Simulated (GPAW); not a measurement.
A run of GPAW 26.7.0:

run.py

```python
from ase import Atoms
from ase.dft.bandgap import bandgap
from ase.io import write
from ase.units import GPa
from gpaw import GPAW, PW, setup_paths

setup_paths.insert(0, '.')

atoms = Atoms(['As', 'As', 'Ti', 'Ti', 'Ti', 'Ti', 'Ti', 'Ti'],
              cell=[[5.021765, 0.0, 0.0],
                    [0.0, 5.021765, 0.0],
                    [0.0, 0.0, 5.021765]],
              scaled_positions=[[0.0, 0.0, 0.0],
                                [0.5, 0.5, 0.5],
                                [0.0, 0.5, 0.75],
                                [0.0, 0.5, 0.25],
                                [0.75, 0.0, 0.5],
                                [0.25, 0.0, 0.5],
                                [0.5, 0.75, 0.0],
                                [0.5, 0.25, 0.0]],
              pbc=True)

calc = GPAW(mode=PW(600),
            xc='PBEsol',
            kpts={'size': (6, 6, 6), 'gamma': True},
            occupations={'name': 'fermi-dirac', 'width': 0.05},
            nbands=73,
            convergence={'density': 1e-05, 'energy': 1e-05},
            maxiter=150,
            txt='gpaw.txt')
atoms.calc = calc
energy = atoms.get_potential_energy()
forces = atoms.get_forces()
stress = atoms.get_stress()
calc.write('gs.gpw')
write('result.traj', atoms)
print(f'Energy: {energy:.6f} eV')
print('Forces (eV/A):')
print(forces.round(4))
print('Stress (GPa):', (stress / GPa).round(3))
print('Fermi level:', round(calc.get_fermi_level(), 4), 'eV')
print(f'Gap: {bandgap(calc)[0]:.4f} eV, direct: {bandgap(calc, direct=True)[0]:.4f} eV')

path = atoms.cell.bandpath('GXMGRX,MR', npoints=100, eps=1e-4)
bs_calc = calc.fixed_density(kpts=path, symmetry='off', nbands=103,
                             convergence={'bands': 'CBM+6.0', 'eigenstates': 1e-6}, txt='bands.txt')
bs = bs_calc.band_structure()
bs.write('bs.json')
print(f'Gap on the path: {bandgap(bs_calc)[0]:.4f} eV')
```

Potentials or basis: PAW data sets generated in the run's folder for this functional, pw.

The run is started by

```console
$ gpaw-setup -f PBEsol As Ti
$ OMP_NUM_THREADS=1 python run.py
```

Hardware: 1 thread of Arm Neoverse V1, with other jobs on the host.

Problem. How long does it take, and how much memory?

Solution. Run time: 12 min on 1 thread of Arm Neoverse V1 (shared host), peak memory 1.2 GiB. Counts: scf iterations 16, plane waves 4260, bands 73, k points 24.
